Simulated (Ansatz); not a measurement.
# CH₂F₄GeO: a ladder of functionals and wavefunction methods

One table from this session's results is given with a row withheld; the runs are named, their logs left out.

Computed with Ansatz 0.2.0, Gaussian basis. Level: functionals in def2-TZVPP, the program's frozen cores in correlated methods.

The runs, in order: PBE-D4, r2SCAN-D4, PBE0-D4, B3LYP-D4, ωB97X-V, ωB97M-V, B2PLYP; CCSD(T)/def2-TZVPP; MP2/def2-QZVPP; extrapolation to the limit.

### The relaxed structure

All runs share one geometry, relaxed beforehand with PBE0-D4 in a triple-zeta def2 set.

SMILES `[F][GeH2][O]C(F)(F)F`, 9 atoms, charge 0, spin multiplicity 1.

Atoms are counted from 1 here; the program's logs count them from 0.

Bond lengths: F1–Ge2 1.725 Å, Ge2–O3 1.793 Å, Ge2–H8 1.522 Å, Ge2–H9 1.524 Å, O3–C4 1.329 Å, C4–F5 1.330 Å, C4–F6 1.348 Å, C4–F7 1.334 Å. Angles: F1–Ge2–O3 106.2°, F1–Ge2–H8 108.9°, F1–Ge2–H9 107.8°, O3–Ge2–H8 102.9°, O3–Ge2–H9 110.6°, H8–Ge2–H9 119.7°, Ge2–O3–C4 124.9°, O3–C4–F5 110.1°, O3–C4–F6 112.4°, O3–C4–F7 112.0°, F5–C4–F6 107.5°, F5–C4–F7 107.7°, F6–C4–F7 106.9°.

Set-up of the first run:

The input, in.yaml:

```yaml
crystal:
  periodic: [false, false, false]
  atoms:
    - {symbol: F, position_ang: [0.932207, -1.430363, -1.504625]}
    - {symbol: Ge, position_ang: [-0.510627, -0.529193, -1.220499]}
    - {symbol: O, position_ang: [-0.057134, 0.805959, -0.112943]}
    - {symbol: C, position_ang: [0.390922, 0.645370, 1.128128]}
    - {symbol: F, position_ang: [-0.022196, 1.648255, 1.897247]}
    - {symbol: F, position_ang: [-0.046715, -0.500947, 1.686934]}
    - {symbol: F, position_ang: [1.723252, 0.617302, 1.179009]}
    - {symbol: H, position_ang: [-0.892618, 0.203933, -2.498926]}
    - {symbol: H, position_ang: [-1.517091, -1.460296, -0.554325]}
basis:
  gaussian: {orbitals: def2-TZVPP}
hamiltonian: {xc: pbe, dispersion: d4}
output: {forces: true, orbitals: {seedname: orbitals}}
```

The run is started by

```
$ ansatz run in.yaml --threads 2 --pin off --events-out ev --progress --plain --max-ram 32768MiB --backend cpu
```

Steps of the session up to this table: PBE-D4 (GGA); r2SCAN-D4 (meta-GGA); PBE0-D4 (hybrid); B3LYP-D4 (hybrid); ωB97X-V (range-separated); ωB97M-V (range-separated); B2PLYP (double hybrid); CCSD(T) in def2-TZVPP; MP2 in def2-QZVPP.

One of the session's tables, all rows but one given; the rest of the session is left out.

| method | atomisation energy (kJ/mol) |
| --- | --- |
| PBE-D4 | 3474.7 |
| r2SCAN-D4 | 3384.1 |
| PBE0-D4 | 3340.1 |
| B3LYP-D4 | 3313.0 |
| ωB97X-V | 3382.9 |
| ωB97M-V | 3361.2 |
| B2PLYP | 3309.3 |
| HF/def2-TZVPP | 2252.8 |
| MP2/def2-TZVPP | 3428.0 |
| CCSD/def2-TZVPP | 3201.4 |
| CCSD(T)/def2-TZVPP | ? |
| MP2/CBS | 3518.8 |
| CCSD(T)/CBS | 3366.6 |

**Question.** Estimate the row for CCSD(T)/def2-TZVPP.

As computed: atomisation energy (kJ/mol): 3275.8. In the column «atomisation energy (kJ/mol)» it lies between CCSD/def2-TZVPP (3201.4) and B2PLYP (3309.3).
